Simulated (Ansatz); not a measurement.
# C2H10B2Si: a ladder of functionals and wavefunction methods

How much do the methods differ for C2H10B2Si? The plan is to run it at one geometry with functionals of several rungs and with coupled cluster, and see how far each lands from CCSD(T) at the basis-set limit for the atomisation energy.

Method: functionals in def2-TZVPP, the program's frozen cores in correlated methods; program: Ansatz 0.2.0, Gaussian basis.

Plan: PBE-D4, r2SCAN-D4, PBE0-D4, B3LYP-D4, ωB97X-V, ωB97M-V, B2PLYP; CCSD(T)/def2-TZVPP; MP2/def2-QZVPP; extrapolation to the limit.

## (1) Structure used throughout

All runs share one geometry, relaxed beforehand with PBE0-D4 in a triple-zeta def2 set.

15 atoms, charge 0, spin multiplicity 1.

Atoms are counted from 1 here; the program's logs count them from 0.

Bond lengths: B1–B2 1.537 Å, B1–Si4 2.122 Å, B1–H6 1.205 Å, B1–H7 1.204 Å, B2–C3 1.521 Å, C3–H8 1.095 Å, C3–H9 1.092 Å, C3–H10 1.097 Å, Si4–C5 1.876 Å, Si4–H11 1.496 Å, Si4–H12 1.495 Å, C5–H13 1.091 Å, C5–H14 1.093 Å, C5–H15 1.091 Å. Angles: B2–B1–Si4 81.7°, B2–B1–H6 118.4°, B2–B1–H7 120.0°, Si4–B1–H6 100.9°, Si4–B1–H7 101.1°, H6–B1–H7 119.6°, B1–B2–C3 172.1°, B2–C3–H8 111.4°, B2–C3–H9 112.5°, B2–C3–H10 108.4°, H8–C3–H9 109.2°, H8–C3–H10 107.0°, H9–C3–H10 108.2°, B1–Si4–C5 103.9°, B1–Si4–H11 114.9°, B1–Si4–H12 114.0°, C5–Si4–H11 108.9°, C5–Si4–H12 109.3° and more.

## (2) PBE-D4 (GGA)

The input, in.yaml:

```yaml
crystal:
  periodic: [false, false, false]
  atoms:
    - {symbol: B, position_ang: [-0.102687, 1.304463, 0.633557]}
    - {symbol: B, position_ang: [0.615600, 0.228734, 1.463692]}
    - {symbol: C, position_ang: [1.313365, -0.956931, 2.113070]}
    - {symbol: Si, position_ang: [-0.307376, -0.316844, -0.720207]}
    - {symbol: C, position_ang: [-1.173811, 0.439029, -2.202204]}
    - {symbol: H, position_ang: [0.565560, 2.064883, -0.020704]}
    - {symbol: H, position_ang: [-1.256476, 1.566629, 0.856746]}
    - {symbol: H, position_ang: [0.720653, -1.872376, 2.015909]}
    - {symbol: H, position_ang: [1.536910, -0.783595, 3.168203]}
    - {symbol: H, position_ang: [2.260018, -1.131430, 1.586858]}
    - {symbol: H, position_ang: [0.981517, -0.928013, -1.170972]}
    - {symbol: H, position_ang: [-1.128519, -1.449763, -0.192898]}
    - {symbol: H, position_ang: [-0.567231, 1.241558, -2.625600]}
    - {symbol: H, position_ang: [-1.344014, -0.317332, -2.972332]}
    - {symbol: H, position_ang: [-2.135410, 0.860187, -1.903718]}
basis:
  gaussian: {orbitals: def2-TZVPP}
hamiltonian: {xc: pbe, dispersion: d4}
output: {forces: true, orbitals: {seedname: orbitals}}
```

Launch:

```
$ ansatz run in.yaml --threads 4 --pin off --events-out ev --progress --plain --max-ram 10444MiB
```

The runs that follow: r2SCAN-D4 (meta-GGA); PBE0-D4 (hybrid); B3LYP-D4 (hybrid); ωB97X-V (range-separated); ωB97M-V (range-separated); B2PLYP (double hybrid); CCSD(T) in def2-TZVPP; MP2 in def2-QZVPP.

Q: Predict the results of all the runs planned. Wanted: atomisation energy, CCSD(T)/CBS; farthest; mean size of error, hybrid; mean size of error, range-separated; gap, smallest and largest; T1 diagnostic; triples share of the correlation energy.

As calculated:

| quantity | value |
| --- | --- |
| atomisation energy, CCSD(T)/CBS | 5304.9 kJ/mol |
| functionals within 26.5 kJ/mol (0.5 %) | none; nearest B2PLYP (-29.2 kJ/mol) |
| farthest | PBE-D4 (+95.6 kJ/mol) |
| mean size of error, hybrid | 47.7 kJ/mol |
| mean size of error, range-separated | 39.8 kJ/mol |
| gap, smallest and largest | 3.63 eV (PBE-D4), 9.98 eV (ωB97X-V) |
| T1 diagnostic | 0.0128 |
| triples share of the correlation energy | 4.0 % |

PBE-D4 misses by +95.6 kJ/mol. Double hybrids carry the basis error of their MP2 part in triple zeta, and no dispersion term here, so their miss is partly the set-up's. The reference freezes the cores and leaves out relativity and excitations past (T), so misses under about 26.5 kJ/mol can't be ranked. Hartree-Fock recovers 77 % of the binding; the rest is correlation. Orbital gaps span 3.6 to 10.0 eV; exact exchange widens them.
